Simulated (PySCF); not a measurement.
# C6H8FN2Si radical: open-shell or spin-flip excitations

What do calculations give for the open-shell or spin-flip excitations of C6H8FN2Si radical (`N[SiH2][N]c1ccc(F)cc1`)?

Computed with PySCF 2.14.0 and routines of our own; the level stands in each step. Atoms count from 0.

### 1 The starting structure

18 atoms, charge 0, multiplicity 2; geometry from: GFN2-xTB.

### 2 Open-shell or spin-flip excitations: unrestricted TDA M06-2X/def2-SVP

Job settings and geometry (Å):

```
{"job": {"kind": "uabs", "xc": "M06-2X", "basis": "def2-SVP", "nstates": 10, "tda": true}, "charge": 0, "multiplicity": 2}
N      3.542424    -0.732194     0.836543
Si     2.571949     0.371999    -0.088231
N      1.090124    -0.368609    -0.471204
C     -0.183808    -0.128987    -0.310495
C     -1.122139    -1.086095    -0.804099
C     -2.472646    -0.890957    -0.681223
C     -2.933717     0.261792    -0.053244
F     -4.260045     0.451239     0.073915
C     -2.063913     1.224945     0.449848
C     -0.712738     1.036268     0.323303
H      3.941408    -1.516906     0.347752
H      3.173947    -1.048891     1.719758
H      3.238010     0.551800    -1.375227
H      2.581604     1.589173     0.732128
H     -0.729514    -1.965575    -1.289104
H     -3.184920    -1.609488    -1.056713
H     -2.470172     2.102684     0.929418
H     -0.014614     1.764120     0.705220
```

Level: unrestricted TDA M06-2X/def2-SVP, vertical, gas phase, core orbitals frozen in the response.

Run with:

```bash
OMP_NUM_THREADS=1 python excited_run.py task.json out
```

This one command runs all jobs of the session in turn.

The log of the run:

```text
coarse grid: 72808 points
cycle   1  E = -731.5318995137  dE =  2.034e+00  |g| = 4.937e-01  |ddm| = 3.563e+00
cycle   2  E = -731.4712042766  dE =  6.070e-02  |g| = 6.456e-01  |ddm| = 1.240e+00
cycle   3  E = -731.6509147904  dE = -1.797e-01  |g| = 7.894e-02  |ddm| = 8.044e-01
cycle   4  E = -731.6538566350  dE = -2.942e-03  |g| = 5.502e-02  |ddm| = 1.305e-01
cycle   5  E = -731.6556204689  dE = -1.764e-03  |g| = 1.218e-02  |ddm| = 8.012e-02
cycle   6  E = -731.6558831253  dE = -2.627e-04  |g| = 6.836e-03  |ddm| = 2.994e-02
cycle   7  E = -731.6559942149  dE = -1.111e-04  |g| = 3.139e-03  |ddm| = 2.238e-02
cycle   8  E = -731.6560167502  dE = -2.254e-05  |g| = 1.076e-03  |ddm| = 1.217e-02
cycle   9  E = -731.6560182720  dE = -1.522e-06  |g| = 4.249e-04  |ddm| = 2.940e-03
final grid: 155744 points
cycle  10  E = -731.6557438701  dE = -4.554e-06  |g| = 7.505e-04  |ddm| = 9.863e-03
cycle  11  E = -731.6557440607  dE = -1.906e-07  |g| = 7.277e-04  |ddm| = 1.651e-03
cycle  12  E = -731.6557443104  dE = -2.497e-07  |g| = 1.380e-04  |ddm| = 7.054e-04
cycle  13  E = -731.6557443359  dE = -2.549e-08  |g| = 9.669e-05  |ddm| = 3.354e-04
cycle  14  E = -731.6557443485  dE = -1.266e-08  |g| = 4.358e-05  |ddm| = 1.991e-04
cycle  15  E = -731.6557443531  dE = -4.538e-09  |g| = 2.194e-05  |ddm| = 1.440e-04
cycle  16  E = -731.6557443549  dE = -1.875e-09  |g| = 8.777e-06  |ddm| = 1.049e-04
cycle  17  E = -731.6557443552  dE = -3.067e-10  |g| = 4.162e-06  |ddm| = 4.365e-05
converged SCF energy = -731.6557443552

Static polarisability (au): isotropic 105.076, principal 57.852 93.754 163.622

<S^2> of the reference = 0.7832 (exact 0.7500)

Excitations
state   eV       nm        f      <S^2>   main configurations
  1   1.0100   1227.6   0.00019   0.824   Hb->Lb 0.90
  2   3.2700    379.2   0.00190   0.844   H-2b->Lb 0.80, Ha->La 0.17
  3   3.3976    364.9   0.09592   0.805   H-1b->Lb 0.68, H-3b->Lb 0.15, Ha->L+1a 0.11
  4   3.7660    329.2   0.00421   0.813   H-3b->Lb 0.54, H-1b->Lb 0.25, Ha->L+1a 0.15
  5   4.4005    281.8   0.06186   0.935   Ha->La 0.76, H-2b->Lb 0.16
  6   5.0042    247.8   0.02034   2.520   H-3a->La 0.49, H-2b->L+1b 0.37
  7   5.2887    234.4   0.32519   0.876   H-4b->Lb 0.34, Ha->L+1a 0.30, H-3b->Lb 0.13, H-5b->Lb 0.09
  8   5.4008    229.6   0.06909   1.073   H-5b->Lb 0.67, Hb->L+2b 0.09
  9   5.5893    221.8   0.03722   2.260   Hb->L+1b 0.73, H-1a->La 0.10
 10   5.6697    218.7   0.16276   1.029   H-4b->Lb 0.51, Ha->L+1a 0.21
```

Run time: 2 min. Hardware: 1 thread of Arm Neoverse V2, shared host; peak memory 0.9 GiB.

From this job:

| quantity | value |
| --- | --- |
| ⟨S²⟩ | 0.783 |

Löwdin spin populations:

N0 0.02; Si1 0.02; N2 0.49; C3 -0.08; C4 0.21; C5 -0.08; C6 0.24; F7 0.03; C8 -0.08; C9 0.21; H10 0.00; H11 0.00; H12 0.01; H13 0.00; H14 0.00; H15 0.00; H16 0.00; H17 0.00

### 3 Open-shell or spin-flip excitations: unrestricted TDA BP86/ANO-RCC-VDZP

The job, as its differences from that of step 2:

```diff
@@ -1,2 +1,2 @@
-{"job": {"kind": "uabs", "xc": "M06-2X", "basis": "def2-SVP", "nstates": 10, "tda": true}, "charge": 0, "multiplicity": 2}
+{"job": {"kind": "uabs", "xc": "BP86", "basis": "ANO-RCC-VDZP", "nstates": 15, "tda": true, "scf": {"aux": "sto-3g", "max_cycle": 70}}, "charge": 0, "multiplicity": 2}
 N      3.542424    -0.732194     0.836543
```

Method: unrestricted TDA BP86/ANO-RCC-VDZP, vertical, gas phase, core orbitals frozen in the response.

The log of the run:

```text
final grid: 155744 points
cycle   1  E = -740.9342653691  dE =  8.752e-01  |g| = 3.982e-01  |ddm| = 4.830e+00
cycle   2  E = -740.7381051103  dE =  1.962e-01  |g| = 7.328e-01  |ddm| = 1.348e+00
cycle   3  E = -741.0016558010  dE = -2.636e-01  |g| = 1.595e-01  |ddm| = 1.121e+00
cycle   4  E = -741.0101653831  dE = -8.510e-03  |g| = 1.217e-01  |ddm| = 3.882e-01
cycle   5  E = -741.0184209072  dE = -8.256e-03  |g| = 3.582e-02  |ddm| = 1.899e-01
cycle   6  E = -741.0191997405  dE = -7.788e-04  |g| = 9.870e-03  |ddm| = 6.299e-02
cycle   7  E = -741.0192481072  dE = -4.837e-05  |g| = 4.477e-03  |ddm| = 1.446e-02
cycle   8  E = -741.0192572517  dE = -9.145e-06  |g| = 1.927e-03  |ddm| = 6.632e-03
cycle   9  E = -741.0192594112  dE = -2.159e-06  |g| = 1.025e-03  |ddm| = 3.659e-03
cycle  10  E = -741.0192599903  dE = -5.791e-07  |g| = 3.131e-04  |ddm| = 1.590e-03
cycle  11  E = -741.0192600590  dE = -6.863e-08  |g| = 1.408e-04  |ddm| = 7.222e-04
cycle  12  E = -741.0192600692  dE = -1.028e-08  |g| = 5.071e-05  |ddm| = 2.412e-04
cycle  13  E = -741.0192600706  dE = -1.322e-09  |g| = 2.682e-05  |ddm| = 9.983e-05
cycle  14  E = -741.0192600710  dE = -4.698e-10  |g| = 1.371e-05  |ddm| = 6.133e-05
converged SCF energy = -741.0192600710

Static polarisability (au): isotropic 109.562, principal 55.108 85.865 187.712

<S^2> of the reference = 0.7580 (exact 0.7500)

Excitations
state   eV       nm        f      <S^2>   main configurations
  1   2.2008    563.4   0.00142   0.760   H-1b->Lb 0.95
  2   2.4220    511.9   0.10744   0.761   Hb->Lb 0.94
  3   2.6013    476.6   0.00482   0.765   H-2b->Lb 0.93
  4   3.4996    354.3   0.01514   0.762   H-3b->Lb 0.69, Ha->L+1a 0.29
  5   4.0107    309.1   0.02669   0.774   Ha->La 0.90
  6   4.8850    253.8   0.25476   1.391   Ha->L+1a 0.33, H-3a->La 0.26, H-4b->Lb 0.13, H-3b->Lb 0.12
  7   5.1474    240.9   0.19452   2.008   H-2b->L+1b 0.43, Ha->L+1a 0.23, H-3a->La 0.17
  8   5.3089    233.5   0.00092   2.429   H-1a->La 0.85, Hb->L+1b 0.13
  9   5.4436    227.8   0.00492   1.082   Hb->L+1b 0.84, H-1a->La 0.12
 10   5.5569    223.1   0.00053   0.761   H-5b->Lb 0.99
 11   5.5998    221.4   0.13094   1.156   H-4b->Lb 0.67, Hb->L+2b 0.08
 12   5.6494    219.5   0.00056   0.788   Ha->L+2a 0.98
 13   5.6957    217.7   0.00945   2.335   H-1a->L+1a 0.67, Hb->L+2b 0.17, H-4b->Lb 0.10
 14   5.7478    215.7   0.00001   2.712   H-2a->La 0.56, H-1b->L+1b 0.36
 15   5.7967    213.9   0.00014   0.795   H-1b->L+1b 0.62, H-2a->La 0.32
```

Run time: 80 s. Hardware: 1 thread of Arm Neoverse V2, shared host.

A normal end doesn't make this result sound: the fitting basis sto-3g is not made for Coulomb and exchange fitting here.

### 4 Summary of results

| quantity | value |
| --- | --- |
| lowest and brightest state of nearly pure spin, of 10 (step 2, unrestricted TDA M06-2X/def2-SVP) | 1.01 eV; 5.29 eV, f = 0.325 |
| runs | 0 failed, 1 ended on unsound input |

In words: States whose ⟨S²⟩ lies well above the reference's are mixtures of spin states, an artefact of the unrestricted response, and are left out of the summary.
